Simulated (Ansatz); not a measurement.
Crystal: Ba2Tl5V3O12.

```
Ba V Tl O
1.0
     4.23698    2.44622    6.12840
    -4.23698    2.44622    6.12840
     0.00000   -4.89244    6.12840
Ba V Tl O
2 3 5 12
Direct
  0.50000 0.50000 0.50000
  0.00000 0.00000 0.00000
  0.50000 0.50000 0.00000
  0.00000 0.50000 0.50000
  0.50000 0.00000 0.50000
  0.00000 0.00000 0.50000
  0.50000 0.00000 0.00000
  0.00000 0.50000 0.00000
  0.74045 0.74045 0.74045
  0.25955 0.25955 0.25955
  0.71652 0.08089 0.41242
  0.41242 0.71652 0.08089
  0.08089 0.41242 0.71652
  0.58757 0.91911 0.28348
  0.91911 0.28348 0.58757
  0.28348 0.58757 0.91911
  0.28348 0.91911 0.58757
  0.58757 0.28348 0.91911
  0.91911 0.58757 0.28348
  0.41242 0.08089 0.71652
  0.08089 0.71652 0.41242
  0.71652 0.41242 0.08089
```

The cell was built by a generator and needn't be a form met in nature.

* Program: Ansatz 0.2.0
* Task: relaxation of cell and atoms
* Functional: r2SCAN
* Dispersion: rVV10
* Potentials or basis: Ansatz PAW
* Cutoff: 500 eV (not typed: the program's choice for these potentials)
* k mesh: 3 × 3 × 3
* Occupations: fermi-dirac, width 0.05 eV
* Spin: collinear spin, ferromagnetic start
* Starting moments: [0.0, 0.0, 2.0, 2.0, 2.0, 0.0, 0.0, 0.0, 0.0, 0.0, 0.0, 0.0, 0.0, 0.0, 0.0, 0.0, 0.0, 0.0, 0.0, 0.0, 0.0, 0.0] μB

At the start: volume 17.32 Å³/atom.

Q: Where does the relaxation end?

A: It ends after 7 steps and the volume is 16.21 Å³/atom (-6.4 %); space group R-3m (No. 166, to 0.05 Å); moment 1.22 μB per cell.

The path:
```csv
step,energy change (eV),largest force (eV/Å),volume (Å³)
1,0.0000,0.1807,381.11
2,-0.0970,0.4710,339.21
3,-0.3591,0.1071,359.55
4,-0.3701,0.0210,357.23
5,-0.3711,0.0188,356.65
6,-0.3713,0.0008,356.63
7,-0.3627,0.0007,356.63
```

Final structure:
```yaml
crystal:
  lattice:
    - [4.14305, 2.39199, 5.99771]
    - [-4.14305, 2.39199, 5.99771]
    - [0.00000, -4.78398, 5.99771]
  atoms:
    - { symbol: Ba, position: [0.50000, 0.50000, 0.50000] }
    - { symbol: Ba, position: [0.00000, 0.00000, 0.00000] }
    - { symbol: V, position: [0.50000, 0.50000, 0.00000] }
    - { symbol: V, position: [0.00000, 0.50000, 0.50000] }
    - { symbol: V, position: [0.50000, 0.00000, 0.50000] }
    - { symbol: Tl, position: [0.00000, 0.00000, 0.50000] }
    - { symbol: Tl, position: [0.50000, 0.00000, 0.00000] }
    - { symbol: Tl, position: [0.00000, 0.50000, 0.00000] }
    - { symbol: Tl, position: [0.74219, 0.74219, 0.74219] }
    - { symbol: Tl, position: [0.25781, 0.25781, 0.25781] }
    - { symbol: O, position: [0.71949, 0.08335, 0.41081] }
    - { symbol: O, position: [0.41081, 0.71949, 0.08335] }
    - { symbol: O, position: [0.08335, 0.41081, 0.71949] }
    - { symbol: O, position: [0.58919, 0.91665, 0.28051] }
    - { symbol: O, position: [0.91665, 0.28051, 0.58919] }
    - { symbol: O, position: [0.28051, 0.58919, 0.91665] }
    - { symbol: O, position: [0.28051, 0.91665, 0.58919] }
    - { symbol: O, position: [0.58919, 0.28051, 0.91665] }
    - { symbol: O, position: [0.91665, 0.58919, 0.28051] }
    - { symbol: O, position: [0.41081, 0.08335, 0.71949] }
    - { symbol: O, position: [0.08335, 0.71949, 0.41081] }
    - { symbol: O, position: [0.71949, 0.41081, 0.08335] }
```

Caveat: the magnetic or orbital state may not be the lowest; the plane-wave basis is chosen anew once the cell has moved, so the energies of steps on either side of that aren't comparable; the PAW data sets come from PBE, with cores solved anew for the run's functional, which leaves a small shift of forces and pressure.
